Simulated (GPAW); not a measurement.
The system is Ag3Au.

```
Au Ag
1.0
    -2.05950    2.05950    4.09760
     2.05950   -2.05950    4.09760
     2.05950    2.05950   -4.09760
Au Ag
1 3
Cartesian
  0.0000 0.0000 0.0000
  0.0000 0.0000 4.0976
  2.0595 0.0000 2.0488
  0.0000 2.0595 2.0488
```

The cell comes from a database or a generator and needn't be the stable form of this composition.

Base run:

- Program: GPAW 26.7.0
- Functional: PBEsol
- Potentials or basis: PAW data sets generated in the run's folder for this functional
- Cutoff: 600 eV
- Basis: pw
- k mesh: 6 × 6 × 6
- Occupations: fermi-dirac, width 0.05 eV
- Spin: no spin polarisation

Its results: pressure -3.9 GPa.

The run is repeated on the same cell with these changes: functional from PBEsol to LDA; potentials or basis from PAW data sets generated in the run's folder for this functional to the program's PAW data sets (release 1.2.1) made for this functional. What comes out?

Pressure -8.4 GPa.

Caveats: with this Au data set, volumes or pressures lay over 1.5 % or 2 GPa off other programs in two to four cells of ten.

Not every run made on this cell is shown here.
